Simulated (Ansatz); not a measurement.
# CF₃NSn: how energies converge with the basis set

The task here is to estimate one member of a computed series from the others.

Program: Ansatz 0.2.0, Gaussian basis. Level of theory: one geometry, several basis sets. These are calculated values, not measurements.

Levels to be run: PBE0-D4/def2-SVP; ωB97M-V/def2-SVP; PBE0-D4/def2-QZVPP; ωB97M-V/def2-QZVPP; the functionals' def2-TZVPP values are taken from earlier runs.

1 further run of the same task is left out (for a known fault of the program).

## The relaxed structure

An earlier PBE0-D4 in a triple-zeta def2 set relaxation fixed the geometry. Sn takes the def2 core potential; no spin-orbit term is included.

SMILES `N#[C][Sn]([F])([F])[F]`, 6 atoms, charge 0, spin multiplicity 1.

Atoms are counted from 1 here; the program's logs count them from 0.

Bond lengths: N1–C2 1.151 Å, C2–Sn3 2.067 Å, Sn3–F4 1.879 Å, Sn3–F5 1.879 Å, Sn3–F6 1.879 Å. Angles: N1–C2–Sn3 179.8°, C2–Sn3–F4 111.3°, C2–Sn3–F5 111.3°, C2–Sn3–F6 111.3°, F4–Sn3–F5 107.6°, F4–Sn3–F6 107.6°, F5–Sn3–F6 107.6°.

Set-up of the first run:

File in.yaml:

```yaml
crystal:
  periodic: [false, false, false]
  atoms:
    - {symbol: N, position_ang: [1.756244, -1.638914, 1.200683]}
    - {symbol: C, position_ang: [1.003150, -0.938906, 0.684319]}
    - {symbol: Sn, position_ang: [-0.345665, 0.317542, -0.251151]}
    - {symbol: F, position_ang: [-1.763534, -0.650167, -1.014296]}
    - {symbol: F, position_ang: [0.477103, 1.298219, -1.626102]}
    - {symbol: F, position_ang: [-1.085198, 1.548326, 0.960249]}
basis:
  gaussian: {orbitals: def2-SVP}
hamiltonian: {xc: pbe0, dispersion: d4}
output: {orbitals: {seedname: orbitals}}
```

On the command line:

```
ansatz run in.yaml --threads 4 --pin off --events-out ev --progress --plain --max-ram 10444MiB
```

Among the steps run: PBE0-D4 in def2-SVP; ωB97M-V in def2-SVP; PBE0-D4 in def2-QZVPP; ωB97M-V in def2-QZVPP.

One table of the session follows, with a row left open; its other results are not shown here.

It belongs to the step «Density functionals: the series». 

| functional | basis | HOMO (eV) | LUMO (eV) |
| --- | --- | --- | --- |
| PBE0-D4 | def2-SVP | -11.29 | -2.87 |
| PBE0-D4 | def2-TZVPP | -11.32 | -3.08 |
| PBE0-D4 | def2-QZVPP | -11.32 | -3.10 |
| ωB97M-V | def2-SVP | -13.61 | -0.63 |
| ωB97M-V | def2-TZVPP | -13.68 | -0.90 |
| ωB97M-V | def2-QZVPP | ? | ? |

Estimate the missing values for ωB97M-V, def2-QZVPP.

The run gave: HOMO (eV): -13.68; LUMO (eV): -0.99.
